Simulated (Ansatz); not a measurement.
# WCl2F2: the cost of one run

Computed with Ansatz 0.2.0 (DFT PBE, scalar-relativistic, plane waves, PAW, unless a step's input says otherwise).

1 further run of the same task is left out (set aside as unsound or not needed).

**1. The starting structure**

The structure is tetragonal, space group I4/mmm (No. 139). The conventional cell has a = 4.367 Å, b = 4.367 Å, c = 9.938 Å, α = 90.00°, β = 90.00°, γ = 90.00°. Around W (site symmetry 4/mmm) lie 8 F at 3.31 Å and 10 Cl at 3.41 to 3.52 Å. Around Cl (site symmetry 4mm) lie 4 F at 2.42 Å and 1 Cl at 2.90 Å and 5 W at 3.41 to 3.52 Å. F (site symmetry -4m2) has 4 Cl at 2.42 Å and 4 F at 3.09 Å and 4 W at 3.31 Å as nearest neighbours.

As a file:

```
W Cl F
1.0
    -2.18372    2.18372    4.96901
     2.18372   -2.18372    4.96901
     2.18372    2.18372   -4.96901
W Cl F
1 2 2
Direct
  0.00000 0.00000 0.00000
  0.35400 0.35400 0.00000
  0.64600 0.64600 0.00000
  0.75000 0.25000 0.50000
  0.25000 0.75000 0.50000
```

Recipe of the guess: species swapped into a database cell of DySi2Ru2 (I4/mmm, No. 139), with W on the Dy sites, Cl on the Si sites and F on the Ru sites. The dimensions are guesses.

**2. Probe: one point on a coarse mesh**

The input, input.yaml:

```yaml
crystal:
  lattice:
    - [-2.18372151, 2.18372151, 4.96901021]
    - [2.18372151, -2.18372151, 4.96901021]
    - [2.18372151, 2.18372151, -4.96901021]
  atoms:
    - { symbol: W, position: [0.0, 0.0, 0.0] }
    - { symbol: Cl, position: [0.354, 0.354, 0.0] }
    - { symbol: Cl, position: [0.646, 0.646, 0.0] }
    - { symbol: F, position: [0.75, 0.25, 0.5] }
    - { symbol: F, position: [0.25, 0.75, 0.5] }
basis:
  ecutwfc: 420
kpoints:
  mp_grid: { grid: [6, 6, 6] }
hamiltonian:
  xc: pbe
scf:
  occupations: { method: gaussian, width: 0.1 }
  lower_state_search: "off"
output:
  forces: true
  stress: true
  eigenvalues: true
```

Started as:

```
> ansatz run input.yaml --threads 1 --pin off --max-ram 2560MiB --backend cpu --events-out ev --progress --plain --runs-dir out
```

Q: Estimate wall time and peak memory on 1 thread of Intel Xeon at 2.70GHz, shared host.

About 6.4 s, with a peak of 0.42 GiB.
